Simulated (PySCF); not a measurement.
# F3H3HfN (Hf(F)3(NH3)+): the cost of one run

Computed with PySCF 2.14.0. Level: PBE0, Hf def2-SVP with ECP60, F def2-SVP, N def2-SVP, H def2-SVP; scalar-relativistic core potentials, no spin–orbit coupling.

1 further run of the same task is left out (for a known fault of the program).

## (1) Where the work starts

8 atoms, charge 1, spin multiplicity 1.

Bond lengths: Hf1–F2 1.878 Å, Hf1–F3 1.878 Å, Hf1–F4 1.878 Å, Hf1–N5 2.272 Å, N5–H6 1.030 Å, N5–H7 1.030 Å, N5–H8 1.030 Å. Angles: F2–Hf1–F3 115.7°, F2–Hf1–F4 115.7°, F2–Hf1–N5 102.2°, F3–Hf1–F4 115.7°, F3–Hf1–N5 102.2°, F4–Hf1–N5 102.2°, Hf1–N5–H6 113.5°, Hf1–N5–H7 113.5°, Hf1–N5–H8 113.5°, H6–N5–H7 105.2°, H6–N5–H8 105.2°, H7–N5–H8 105.2°.

Coordinates:

```xyz
8

Hf    0.0694   -0.0694    0.0694
F     1.0473    1.2011    1.0473
F    -1.2011   -1.0473    1.0473
F     1.0473   -1.0473   -1.2011
N    -1.2423    1.2423   -1.2423
H    -1.8645    1.8645   -0.7078
H    -0.7078    1.8645   -1.8645
H    -1.8645    0.7078   -1.8645
```

Formal oxidation states: Hf +4. An earlier session relaxed this geometry at PBE0, Hf def2-SVP with ECP60, F def2-SVP, N def2-SVP, H def2-SVP (singlet, point group C3v).

Its energy there is -403.494936 Eh.

## (2) One electron removed, multiplicity 2

Contents of run.py (the lines that set the calculation):

```python
mol = gto.M(atom='''
Hf     0.06944    -0.06944     0.06944
F      1.04730     1.20108     1.04730
F     -1.20108    -1.04730     1.04730
F      1.04730    -1.04730    -1.20108
N     -1.24230     1.24230    -1.24230
H     -1.86449     1.86449    -0.70777
H     -0.70777     1.86449    -1.86449
H     -1.86449     0.70777    -1.86449''',
    basis={'Hf': 'def2-SVP', 'F': 'def2-SVP', 'N': 'def2-SVP', 'H': 'def2-SVP'},
    ecp={'Hf': 'def2-SVP'},
    charge=2, spin=1)
mf = dft.UKS(mol, xc='PBE0')
mf.grids.atom_grid = (50, 194)
mf = mf.density_fit()  # fitting sets: Hf def2-universal-JKFIT, F def2-universal-JKFIT, N def2-universal-JKFIT, H def2-universal-JKFIT
mf.conv_tol = 1e-08; mf.max_cycle = 55
mf.kernel(dm0)  # dm0: the density of the relaxed state
```

The run is started by

```console
$ OMP_NUM_THREADS=2 python run.py
```

**Question.** How long does this run take on 2 threads of Arm Neoverse V2, shared host?

About 3.6 s.
